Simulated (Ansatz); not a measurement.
# I2Pb: the cost of one run

Computed with Ansatz 0.2.0 (the levels named in each step, unless a step's input says otherwise).

## 1. The structure to begin with

Bond lengths: I1–Pb2 2.743 Å, Pb2–I3 2.743 Å. Angles: I1–Pb2–I3 103.0°.

As a file:

```xyz
3

I    -2.0802   -0.9308    0.0069
Pb   -0.0725    0.9376    0.0030
I     2.1986   -0.6001   -0.0117
```

## 2. A rough first relaxation, PBE-D4/def2-SVP

Contents of input.yaml:

```yaml
crystal:
  periodic: [false, false, false]
  atoms:
    - { symbol: I, position_ang: [-2.08025, -0.93085, 0.00686] }
    - { symbol: Pb, position_ang: [-0.0725, 0.93764, 0.00298] }
    - { symbol: I, position_ang: [2.19858, -0.60007, -0.01173] }
basis:
  gaussian: { orbitals: def2-SVP }
hamiltonian:
  xc: pbe
  dispersion: d4
relax:
  f_tol: 0.03
  max_steps: 200
```

Run with:

```console
ansatz run input.yaml --threads 4 --pin off --max-ram 10240MiB --backend cpu --events-out ev --progress --plain --runs-dir out
```

What time and memory should one allow on 4 threads of Intel Xeon at 2.50GHz (Skylake/Cascade Lake), shared host?

About 21 s, with a peak of 0.14 GiB.
